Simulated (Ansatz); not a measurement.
## LuBi2BrO4, space group P4/mmm: an optical spectrum, step by step

Program: Ansatz 0.2.0, Python API.

The script reads `lubi2bro4.cif`:
```cif
data_LuBi2BrO4
_cell_length_a 3.840800
_cell_length_b 3.840800
_cell_length_c 9.120000
_cell_angle_alpha 90.00000
_cell_angle_beta 90.00000
_cell_angle_gamma 90.00000
_symmetry_space_group_name_H-M 'P 1'
_symmetry_Int_Tables_number 1
loop_
_symmetry_equiv_pos_as_xyz
'x, y, z'
loop_
_atom_site_label
_atom_site_type_symbol
_atom_site_fract_x
_atom_site_fract_y
_atom_site_fract_z
Lu1 Lu    0.000000    0.000000    0.000000
Bi2 Bi    0.500000    0.500000    0.729300
Bi3 Bi    0.500000    0.500000    0.270700
Br4 Br    0.000000    0.000000    0.500000
O5 O    0.500000    0.000000    0.854000
O6 O    0.000000    0.500000    0.854000
O7 O    0.500000    0.000000    0.146000
O8 O    0.000000    0.500000    0.146000
```

The cells in order, each with its output:

**Cell 1**
```python
import ansatz as az
from ase.io import read
import numpy as np
```

**Cell 2**
```python
SETTINGS = {
    "functional": "lda",
    "occupations": "Fixed",
    "mesh": (6, 6, 2),
}

atoms = read("lubi2bro4.cif")
crystal = az.Crystal.from_ase(atoms)

setup = (
    crystal.calculation()
    .functional(SETTINGS["functional"])
    .occupations(SETTINGS["occupations"])  # no smearing
    .kpoints(*SETTINGS["mesh"])
    .optics(energy_step=0.1, nscf_kmesh=(6, 6, 4), spectra_wanted_up_to=8)
)
out = setup.run(threads=1)
spectra = out.optics()
energy, filling = np.asarray(spectra.photon_energy_ev), spectra.band_filling
gapped = filling.kind == "insulating"
eps1 = np.asarray(filling.eps1 if gapped else filling.eps1_interband)[:3].mean(axis=0)
eps2 = np.asarray(filling.eps2 if gapped else filling.eps2_interband)[:3].mean(axis=0)
print("filling:", filling.kind, "- valid up to", round(spectra.valid_up_to_ev, 2), "eV,", spectra.n_bands, "bands")
top = min(10, spectra.valid_up_to_ev)
# mean of xx, yy and zz; between bands only where the bands are partly filled
print("E (eV)    eps1      eps2")
for e in np.arange(0.5, top + 0.01, 0.5):
    print(f"{e:5.1f} {np.interp(e, energy, eps1):9.3f} {np.interp(e, energy, eps2):9.3f}")
if gapped:
    print("eps_inf, bands beyond those summed included:", np.round(filling.eps_inf[:3], 3))
print("f-sum electrons:", np.round(filling.get("f_sum_n_eff"), 3))
```
Output:
```text
DeckWarning: basis.ecutwfc = 420 eV, auto-derived from the records' recommended cutoffs: set by Lu (normal level)
filling: insulating - valid up to 14.88 eV, 69 bands
E (eV)    eps1      eps2
  0.5     6.467     0.000
  1.0     6.641     0.000
  1.5     7.053     0.029
  2.0     7.506     0.319
  2.5     8.138     0.508
  3.0     8.974     1.352
  3.5    10.231     2.665
  4.0    10.222     6.162
  4.5     7.673     7.754
  5.0     7.855     8.687
  5.5     3.912    11.425
  6.0    -0.668    10.437
  6.5    -2.132     6.981
  7.0    -0.575     3.871
  7.5    -0.449     4.030
  8.0     0.274     3.324
  8.5     0.787     3.606
  9.0     0.087     3.446
  9.5     0.367     3.391
 10.0     0.175     3.908
eps_inf, bands beyond those summed included: [6.873 6.873 6.442]
f-sum electrons: [36.999 36.999 36.341]
```

Averages over directions belong to no single polarisation, least of all in layered crystals. Spin-orbit coupling, which matters for elements this heavy, is left out. The starting cell is as deposited in a crystallographic database; the results hold for this polymorph, which needn't be the stable one. Warnings are shown shortened and without file and line. Independent-particle spectra on Kohn-Sham bands hold no excitons, and semilocal gaps are too small. The whole script took 3.3 min on 1 thread of Arm Neoverse V2, with other jobs on the host, peak memory 1.5 GiB.
